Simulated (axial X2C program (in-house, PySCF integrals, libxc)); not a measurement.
**BiS: EOM-IP-CCSD levels**

Aim: EOM-IP-CCSD levels of BiS, with spin–orbit coupling in the Hamiltonian from the start.

The runs use an in-house X2C program for linear molecules on PySCF integrals; two-component X2C with atomic mean-field terms, Bi dyall-acv3z, S dyall-av3z.

All values are calculated.

## 1. Set-up

task.json

```json
{"zs": [83, 16], "q": 0, "bas": ["dyall-acv3z", "dyall-av3z"], "r0": 2.35, "eom": "ip", "rq": -1, "thr": -1.0, "nmax": 95, "grid": [1, 0.96, 1.045, 0.92, 1.09, 1.15]}
```

Keys: zs atomic numbers; q charge; bas basis sets; r0 starting distance in Å; eom kind of EOM run; thr threshold in hartree for freezing inner shells (an s shell follows its p shell); nmax most natural virtual spinors; grid distances as factors.

On the command line:

```bash
python soeom.py task.json out
```

Further steps of the session: EOM-IP-CCSD at 2.427 Å.

What does the calculation give? Wanted: next root led by one particle; T1 of the reference; lowest state, Re and ωe.

As calculated:

| quantity | value |
| --- | --- |
| lowest root at 2.427 Å | Ω = 1/2, 1.872 eV |
| next root led by one particle | Ω = 3/2, about 10110 cm⁻¹ higher |
| T1 of the reference | 0.023 |
| lowest state, Re and ωe | 2.342 Å, 401 cm⁻¹ |

**Reading.** Removing an electron from the reference determinant of BiS⁻ costs 1.87 eV and empties a spinor of 39% S pπ, 36% Bi pπ, 10% Bi dπ. Errors of 0.1 to 0.3 eV are usual at this size, and roots led by higher excitations are left out, so the list is incomplete, and low states of that kind can be missing. The bond is 0.099 Å shorter than in the closed-shell reference at CCSD (2.442 Å).
